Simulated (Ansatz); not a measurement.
# Si4B3: the cost of one run

Program: Ansatz 0.2.0. Level of theory: DFT PBE, scalar-relativistic, plane waves, PAW. These are calculated values, not measurements.

### Step 1. The system as given

It takes space group P6/mmm (No. 191, hexagonal). Conventional cell: a = 3.902 Å, b = 3.902 Å, c = 6.412 Å, α = 90.00°, β = 90.00°, γ = 120.00°. Around Si (site symmetry mmm) lie 6 Si at 1.95 Å. Si (site symmetry 6/mmm) has 6 Si at 1.95 Å in its first shell of neighbours. B (site symmetry -6m2) is surrounded by 6 B at 2.25 Å. B (site symmetry 6/mmm) is surrounded by 6 B at 2.25 Å.

As a file:

```xyz
7
Lattice="3.9021 0.0000 0.0000 -1.9511 3.3793 0.0000 0.0000 0.0000 6.4116" Properties=species:S:1:pos:R:3 pbc="T T T"
Si    1.9511    0.0000    3.2058
Si   -0.9755    1.6897    3.2058
Si    0.9755    1.6897    3.2058
Si    0.0000    0.0000    3.2058
B     0.0000    2.2529    0.0000
B     1.9511    1.1264    0.0000
B     0.0000    0.0000    0.0000
```

Recipe of the guess: random cell by space group and Wyckoff sites (P6/mmm, No. 191). Lengths come from tabulated atomic sizes and are only a guess.

### Step 2. A first look at the guess

input.yaml reads:

```yaml
crystal:
  lattice:
    - [3.90210332, 0.0, 0.0]
    - [-1.95105166, 3.37932061, 0.0]
    - [0.0, 0.0, 6.41159617]
  atoms:
    - { symbol: Si, position: [0.5, 0.0, 0.5] }
    - { symbol: Si, position: [0.0, 0.5, 0.5] }
    - { symbol: Si, position: [0.5, 0.5, 0.5] }
    - { symbol: Si, position: [0.0, 0.0, 0.5] }
    - { symbol: B, position: [0.33333333, 0.66666667, 0.0] }
    - { symbol: B, position: [0.66666667, 0.33333333, 0.0] }
    - { symbol: B, position: [0.0, 0.0, 0.0] }
basis:
  ecutwfc: 420
kpoints:
  mp_grid: { grid: [6, 6, 4] }
hamiltonian:
  xc: pbe
scf:
  occupations: { method: gaussian, width: 0.1 }
  lower_state_search: "off"
output:
  forces: true
  stress: true
  eigenvalues: true
```

On the command line:

```bash
> ansatz run input.yaml --threads 1 --pin off --max-ram 2560MiB --backend cpu --events-out ev --progress --plain --runs-dir out
```

What time and memory should one allow on 1 thread of AMD EPYC 7B13 (Zen 3), shared host?

About 2.3 s, with a peak of 0.39 GiB.
